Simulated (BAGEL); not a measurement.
**AlH2SF3 (SMILES [F][Al-]([F])([F])[SH2+]) at RI-MP2/def2-SVP (density fitting with qzvpp-jkfit)**

Aim: the energy change on altering one bond length of AlH2SF3 at RI-MP2/def2-SVP (density fitting with qzvpp-jkfit), from 2 runs. 

The calculation is run with BAGEL 1.2.2.

## 1. Starting point

AlH2SF3: 7 atoms, total charge 0, spin state singlet. As SMILES, `[F][Al-]([F])([F])[SH2+]`. Geometry: relaxed at PBE0-D4/def2-TZVP.

Bond lengths: F1–Al2 1.651 Å, Al2–F3 1.648 Å, Al2–F4 1.648 Å, Al2–S5 2.458 Å, S5–H6 1.346 Å, S5–H7 1.346 Å. Angles: F1–Al2–F3 117.2°, F1–Al2–F4 117.2°, F1–Al2–S5 99.1°, F3–Al2–F4 118.9°, F3–Al2–S5 98.5°, F4–Al2–S5 98.5°, Al2–S5–H6 94.7°, Al2–S5–H7 94.6°, H6–S5–H7 92.8°.

## 2. The energy at RI-MP2/def2-SVP (density fitting with qzvpp-jkfit)

The input, input.json:

```json
{ "bagel": [

{
  "title": "molecule",
  "basis": "svp",
  "df_basis": "qzvpp-jkfit",
  "angstrom": true,
  "geometry": [
    { "atom": "F", "xyz": [   -0.582800,   -0.881200,    1.509400 ] },
    { "atom": "Al", "xyz": [    0.280700,   -0.968400,    0.104600 ] },
    { "atom": "F", "xyz": [   -0.412500,   -1.770100,   -1.157900 ] },
    { "atom": "F", "xyz": [    1.924100,   -0.949000,    0.228600 ] },
    { "atom": "S", "xyz": [   -0.052000,    1.330700,   -0.699800 ] },
    { "atom": "H", "xyz": [    0.220900,    1.903000,    0.487200 ] },
    { "atom": "H", "xyz": [   -1.378300,    1.335100,   -0.472000 ] }
  ]
},
{
  "title": "hf"
},
{
  "title": "mp2",
  "ncore": 13
}

]}
```

Run with:

```bash
BAGEL_NUM_THREADS=1 BAGEL input.json > input.out
```

What it wrote:

```text
* using 1 threads per process

  ===============================================================
  ===============================================================

  *** Geometry ***

  { "atom" : "F", "xyz" : [     -1.101332,     -1.665227,      2.852353 ] },
  { "atom" : "Al", "xyz" : [      0.530446,     -1.830011,      0.197665 ] },
  { "atom" : "F", "xyz" : [     -0.779512,     -3.345004,     -2.188114 ] },
  { "atom" : "F", "xyz" : [      3.636022,     -1.793350,      0.431991 ] },
  { "atom" : "S", "xyz" : [     -0.098266,      2.514659,     -1.322430 ] },
  { "atom" : "H", "xyz" : [      0.417441,      3.596149,      0.920675 ] },
  { "atom" : "H", "xyz" : [     -2.604610,      2.522973,     -0.891951 ] },

  Number of auxiliary basis functions:      523

  Since a DF basis is specified, we compute 2- and 3-index integrals:
    o Being stored without compression. Storage requirement is 0.032 GB

  Number of basis functions:       88
  Number of electrons      :       58

    * METHOD: MOLECULE                             0.22

  *** RHF ***

  === Nuclear Repulsion ===
   301.1583179017

      * DIIS with orbital gradients will be used.

  === RHF iteration (svp) ===
      0       -938.37311930          0.02328337           0.08
      1       -938.60494882          0.01501653           0.08
      2       -938.73391924          0.00107412           0.08
      3       -938.73521989          0.00021890           0.08
      4       -938.73527398          0.00005505           0.08
      5       -938.73527843          0.00001020           0.08
      6       -938.73527856          0.00000441           0.08
      7       -938.73527857          0.00000112           0.08
      8       -938.73527857          0.00000040           0.08
      9       -938.73527857          0.00000011           0.08
     10       -938.73527857          0.00000002           0.08
     11       -938.73527857          0.00000001           0.08
    * SCF iteration converged.

    * Permanent dipole moment:
           (    0.578798,    -1.893316,     0.154422) a.u.

    * METHOD: HF                                   1.10

  *** RHF ***

  === Nuclear Repulsion ===
   301.1583179017

      * DIIS with orbital gradients will be used.

  === RHF iteration (svp) ===
      0       -938.73527857          0.00000000           0.08
    * SCF iteration converged.

    * Permanent dipole moment:
           (    0.578798,    -1.893316,     0.154422) a.u.

  === DF-MP2 calculation ===

    * freezing 13 orbitals
    * 3-index integral transformation done
    * assembly done

      MP2 correlation energy:   -0.7624031164      0.04

      MP2 total energy:       -939.4976816911

    * METHOD: MP2                                  0.21

  ===============================================================
```

It took 1.6 s on 1 thread of Arm Neoverse V2, shared host; peak memory 0.14 GiB.

## 3. The distorted shape

The input, job.json:

```json
{ "bagel" : [

{
  "title" : "molecule",
  "basis" : "svp",
  "df_basis" : "qzvpp-jkfit",
  "angstrom" : true,
  "geometry" : [
    { "atom" : "F", "xyz" : [      -1.014546,      -0.837600,       2.211793 ] },
    { "atom" : "Al", "xyz" : [       0.280700,      -0.968400,       0.104600 ] },
    { "atom" : "F", "xyz" : [      -0.412500,      -1.770100,      -1.157900 ] },
    { "atom" : "F", "xyz" : [       1.924100,      -0.949000,       0.228600 ] },
    { "atom" : "S", "xyz" : [      -0.052000,       1.330700,      -0.699800 ] },
    { "atom" : "H", "xyz" : [       0.220900,       1.903000,       0.487200 ] },
    { "atom" : "H", "xyz" : [      -1.378300,       1.335100,      -0.472000 ] }
  ]
},

{ "title" : "hf" },

{ "title" : "mp2", "ncore" : 13 }

]}
```

Run with:

```bash
BAGEL_NUM_THREADS=1 BAGEL job.json > job.out
```

What it wrote:

```text
* using 1 threads per process

  ===============================================================
  ===============================================================

  *** Geometry ***

  { "atom" : "F", "xyz" : [     -1.917214,     -1.582835,      4.179683 ] },
  { "atom" : "Al", "xyz" : [      0.530446,     -1.830011,      0.197665 ] },
  { "atom" : "F", "xyz" : [     -0.779512,     -3.345004,     -2.188114 ] },
  { "atom" : "F", "xyz" : [      3.636022,     -1.793350,      0.431991 ] },
  { "atom" : "S", "xyz" : [     -0.098266,      2.514659,     -1.322430 ] },
  { "atom" : "H", "xyz" : [      0.417441,      3.596149,      0.920675 ] },
  { "atom" : "H", "xyz" : [     -2.604610,      2.522973,     -0.891951 ] },

  Number of auxiliary basis functions:      523

  Since a DF basis is specified, we compute 2- and 3-index integrals:
    o Being stored without compression. Storage requirement is 0.032 GB

  Number of basis functions:       88
  Number of electrons      :       58

    * METHOD: MOLECULE                             0.21

  *** RHF ***

  === Nuclear Repulsion ===
   278.2936159399

      * DIIS with orbital gradients will be used.

  === RHF iteration (svp) ===
      0       -938.16411362          0.02430010           0.08
      1       -938.40104882          0.01775668           0.08
      2       -938.59974891          0.00157039           0.08
      3       -938.60213460          0.00073893           0.08
      4       -938.60263950          0.00019126           0.08
      5       -938.60269342          0.00005733           0.08
      6       -938.60270061          0.00002093           0.08
      7       -938.60270176          0.00000453           0.08
      8       -938.60270180          0.00000124           0.08
      9       -938.60270181          0.00000040           0.08
     10       -938.60270181          0.00000014           0.08
     11       -938.60270181          0.00000004           0.08
     12       -938.60270181          0.00000002           0.08
     13       -938.60270181          0.00000001           0.08
    * SCF iteration converged.

    * Permanent dipole moment:
           (   -0.144848,    -2.029675,     1.456242) a.u.

    * METHOD: HF                                   1.26

  *** RHF ***

  === Nuclear Repulsion ===
   278.2936159399

      * DIIS with orbital gradients will be used.

  === RHF iteration (svp) ===
      0       -938.60270181          0.00000000           0.08
    * SCF iteration converged.

    * Permanent dipole moment:
           (   -0.144847,    -2.029674,     1.456242) a.u.

  === DF-MP2 calculation ===

    * freezing 13 orbitals
    * 3-index integral transformation done
    * assembly done

      MP2 correlation energy:   -0.7729199015      0.05

      MP2 total energy:       -939.3756217074

    * METHOD: MP2                                  0.21

  ===============================================================
```

It took 1.8 s on 1 thread of Arm Neoverse V2, shared host; peak memory 0.14 GiB.

## 4. Results

At RI-MP2/def2-SVP (density fitting with qzvpp-jkfit), 13 core orbitals frozen:

| quantity | value |
| --- | --- |
| first shape: total energy | -939.49768 Eh |
| first shape: correlation energy (13 core orbitals frozen) | -762.4 mEh |
| distorted shape: total energy | -939.37562 Eh |
| distorted shape: correlation energy (13 core orbitals frozen) | -772.9 mEh |
| energy change with the F1–Al2 bond stretched from 1.651 to 2.477 Å | 3.321 eV |

With the F1–Al2 bond stretched from 1.651 to 2.477 Å the energy rises by 3.32 eV (320 kJ/mol). The first shape isn't relaxed at this level, so the change isn't measured from a minimum.
